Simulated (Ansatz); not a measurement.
# CH6SeSn (SMILES [CH3][SnH2][SeH]) at revPBE/def2-SVP (core potential)

Aim: the electronic atomisation energy of CH6SeSn at revPBE/def2-SVP (core potential), from 5 runs. 

The results are computed with Ansatz 0.2.0.

26 further runs of the same task are left out: 26 set aside as unsound or not needed.

## 1. The structure to begin with

The species is CH6SeSn (9 atoms), meant as a singlet with charge 0. SMILES: `[CH3][SnH2][SeH]`. Geometry: relaxed at PBE0-D4/def2-TZVP. This is one conformer, not always the lowest.

Bond lengths: C1–Sn2 2.136 Å, Sn2–Se3 2.540 Å, C1–H4 1.089 Å, C1–H5 1.090 Å, C1–H6 1.091 Å, Sn2–H7 1.710 Å, Sn2–H8 1.707 Å, Se3–H9 1.469 Å. Some angles: C1–Sn2–Se3 109.5°, C1–Sn2–H7 111.1°, C1–Sn2–H8 112.0°, Se3–Sn2–H7 109.1°, Se3–Sn2–H8 104.3°, Sn2–C1–H4 109.3°, Sn2–C1–H5 109.6°, Sn2–C1–H6 110.1°, Sn2–Se3–H9 92.2°, H7–Sn2–H8 110.6°.

## 2. The energy at revPBE/def2-SVP (core potential)

molecule.yaml reads:

```yaml
crystal:
  periodic: [false, false, false]
  atoms:
    - {symbol: C, position_ang: [-0.174500, 1.157500, -0.743700]}
    - {symbol: Sn, position_ang: [0.300500, -0.850100, -0.190700]}
    - {symbol: Se, position_ang: [0.644400, -0.976600, 2.322400]}
    - {symbol: H, position_ang: [0.629100, 1.819800, -0.423700]}
    - {symbol: H, position_ang: [-1.102000, 1.460200, -0.258200]}
    - {symbol: H, position_ang: [-0.295900, 1.229200, -1.825300]}
    - {symbol: H, position_ang: [-0.953000, -1.923600, -0.638000]}
    - {symbol: H, position_ang: [1.791400, -1.359500, -0.847800]}
    - {symbol: H, position_ang: [-0.751400, -0.603200, 2.587900]}
basis:
  gaussian:
    orbitals: def2-SVP
hamiltonian:
  xc: {name: revPBE}
output: {orbitals: {seedname: orbitals}}
accuracy: high
```

On the command line:

```console
$ ansatz run molecule.yaml --threads 1 --pin off --max-ram 2610MiB --events-out events.jsonl --progress --plain --runs-dir runs
```

Output:

```text
Warning: RAYON_NUM_THREADS=1 ignored (pool sized by the plan → 1); use --threads N
Functional definition: revPBE
  name "revPBE"
  parameter kappa = 1.245
  parameter beta = 0.06672455060314922
  exchange = pbe_x(kappa = kappa, mu = beta*pi^2/3)
  correlation = pbe_c(beta = beta)
2314 factors; integrals over basis functions are off by at most 1.4e-8 eV
mean field evaluation 1: about -72295.5371 eV, gradient 5.3e1 eV
mean field evaluation 2: about -72282.7158 eV, gradient 7.8e1 eV
mean field evaluation 4: about -72302.7618 eV, gradient 5.0e0 eV
mean field evaluation 8: about -72302.8287 eV, gradient 3.1e-1 eV
mean field evaluation 16: about -72302.8291 eV, gradient 2.7e-5 eV
mean field -72302.82908366 eV, -2657.0799602069 hartree, gradient 2.2e-8 eV, S^2 0.000000; 0 other end points of the search recorded, 0 dependent functions left out
reference -72302.82908839 eV, -2657.0799603807 hartree; 34, 34 occupied and 68, 68 virtual orbitals, 2314 factors
Total energy: -72302.82908839 eV, -2657.0799603807 hartree
```

Run time: 11 s. Hardware: 1 thread of Arm Neoverse V1, shared host; peak memory 0.28 GiB.

## 3. The C atom at the same level

job.yaml reads:

```yaml
crystal:
  periodic: [false, false, false]
  atoms:
    - {symbol: C, position_ang: [0.000000, 0.000000, 0.000000]}
basis:
  gaussian:
    orbitals: def2-SVP
hamiltonian:
  xc: {name: revPBE}
magnetization:
  spin_polarized: true
  initial_magnetization: 2
accuracy: high
```

On the command line:

```console
$ ansatz run job.yaml --threads 1 --pin off --max-ram 2610MiB --events-out events.jsonl --progress --plain --runs-dir runs
```

Output, shortened:

```text
Warning: RAYON_NUM_THREADS=1 ignored (pool sized by the plan → 1); use --threads N
[... 6 set-up lines as earlier in the session ...]
95 factors; integrals over basis functions are off by at most 1.9e-9 eV
mean field evaluation 1: about -1028.4691 eV, gradient 4.6e0 eV
mean field evaluation 2: about -1028.5735 eV, gradient 2.4e0 eV
mean field evaluation 4: about -1028.6184 eV, gradient 2.7e-1 eV
mean field evaluation 8: about -1028.6187 eV, gradient 4.3e-5 eV
mean field evaluation 16: about -1028.6187 eV, gradient 5.5e-2 eV
mean field evaluation 32: about -1028.6187 eV, gradient 4.5e-8 eV
mean field -1028.61867590 eV, -37.8010391166 hartree, gradient 4.5e-8 eV, S^2 2.002075; 2 other end points of the search recorded, 0 dependent functions left out
reference -1028.61867781 eV, -37.8010391868 hartree; 4, 2 occupied and 10, 12 virtual orbitals, 95 factors
Total energy: -1028.61867781 eV, -37.8010391868 hartree
```

Run time: 0.48 s. Hardware: 1 thread of Arm Neoverse V1, shared host.

## 4. The H atom, same level

molecule.yaml reads:

```yaml
crystal:
  periodic: [false, false, false]
  atoms:
    - {symbol: H, position_ang: [0.000000, 0.000000, 0.000000]}
basis:
  gaussian:
    orbitals: def2-SVP
magnetization:
  spin_polarized: true
  initial_magnetization: 1
hamiltonian:
  xc: {name: revPBE}
accuracy: high
```

On the command line:

```console
$ ansatz run molecule.yaml --threads 1 --pin off --max-ram 2610MiB --events-out events.jsonl --progress --plain --runs-dir runs
```

Output, shortened:

```text
Warning: RAYON_NUM_THREADS=1 ignored (pool sized by the plan → 1); use --threads N
[... 6 set-up lines as earlier in the session ...]
15 factors; integrals over basis functions are off by at most 8.9e-10 eV
mean field evaluation 1: about -13.6910 eV, gradient 3.7e-1 eV
mean field evaluation 2: about -13.6908 eV, gradient 3.7e-1 eV
mean field evaluation 4: about -13.6926 eV, gradient 1.8e-5 eV
mean field evaluation 8: about -13.6926 eV, gradient 2.2e-10 eV
mean field -13.69257262 eV, -0.5031927628 hartree, gradient 1.5e-10 eV, S^2 0.750000; 0 other end points of the search recorded, 0 dependent functions left out
reference -13.69257487 eV, -0.5031928452 hartree; 1, 0 occupied and 4, 5 virtual orbitals, 15 factors
Total energy: -13.69257487 eV, -0.5031928452 hartree
```

It took 0.12 s on 1 thread of Arm Neoverse V1, shared host.

## 5. The Se atom at the same level

input.yaml reads:

```yaml
basis:
  gaussian: {orbitals: def2-SVP}
crystal:
  periodic: [false, false, false]
  atoms:
    - {symbol: Se, position_ang: [0.000000, 0.000000, 0.000000]}
magnetization: {spin_polarized: true, initial_magnetization: 2}
hamiltonian: {xc: {name: revPBE}}
accuracy: high
```

On the command line:

```console
$ ansatz run input.yaml --threads 1 --pin off --max-ram 2610MiB --events-out events.jsonl --progress --plain --runs-dir runs
```

Output, shortened:

```text
Warning: RAYON_NUM_THREADS=1 ignored (pool sized by the plan → 1); use --threads N
[... 6 set-up lines as earlier in the session ...]
310 factors; integrals over basis functions are off by at most 4.9e-9 eV
mean field evaluation 1: about -65334.3833 eV, gradient 5.2e0 eV
mean field evaluation 2: about -65334.4537 eV, gradient 2.8e0 eV
mean field evaluation 4: about -65334.4649 eV, gradient 1.3e-1 eV
mean field evaluation 8: about -65334.4642 eV, gradient 3.1e-4 eV
mean field evaluation 16: about -65334.3500 eV, gradient 3.9e0 eV
mean field evaluation 32: about -65334.4642 eV, gradient 3.1e-8 eV
mean field -65334.46417104 eV, -2400.9972729955 hartree, gradient 1.9e-8 eV, S^2 2.001860; 3 other end points of the search recorded, 0 dependent functions left out
reference -65334.46417310 eV, -2400.9972730709 hartree; 18, 16 occupied and 14, 16 virtual orbitals, 310 factors
Total energy: -65334.46417310 eV, -2400.9972730709 hartree
```

Run time: 2.5 s. Hardware: 1 thread of Arm Neoverse V1, shared host.

## 6. The Sn atom, same level

in.yaml reads:

```yaml
crystal:
  periodic: [false, false, false]
  atoms:
    - {symbol: Sn, position_ang: [0.000000, 0.000000, 0.000000]}
basis:
  gaussian:
    orbitals: def2-SVP
magnetization:
  spin_polarized: true
  initial_magnetization: 2
hamiltonian:
  xc: {name: revPBE}
accuracy: high
```

Run the same way, it converges to -214.29797 Eh (log not shown).

## 7. Summary of results

At revPBE/def2-SVP (core potential):

| quantity | value |
| --- | --- |
| molecule: total energy | -2657.07996 Eh |
| molecule: HOMO energy | -5.41 eV |
| molecule: LUMO energy | -0.93 eV |
| molecule: HOMO–LUMO gap | 4.48 eV |
| C atom: total energy | -37.80104 Eh |
| C atom: ⟨S²⟩ | 2.002 |
| H atom: total energy | -0.50319 Eh |
| H atom: ⟨S²⟩ | 0.750 |
| Se atom: total energy | -2400.99727 Eh |
| Se atom: ⟨S²⟩ | 2.002 |
| Sn atom: total energy | -214.29797 Eh |
| Sn atom: ⟨S²⟩ | 2.002 |
| electronic atomisation energy | 26.246 eV |

What this shows: Taking the molecule apart into free atoms costs 26.25 eV (2532 kJ/mol), before zero-point energy and without spin-orbit coupling.
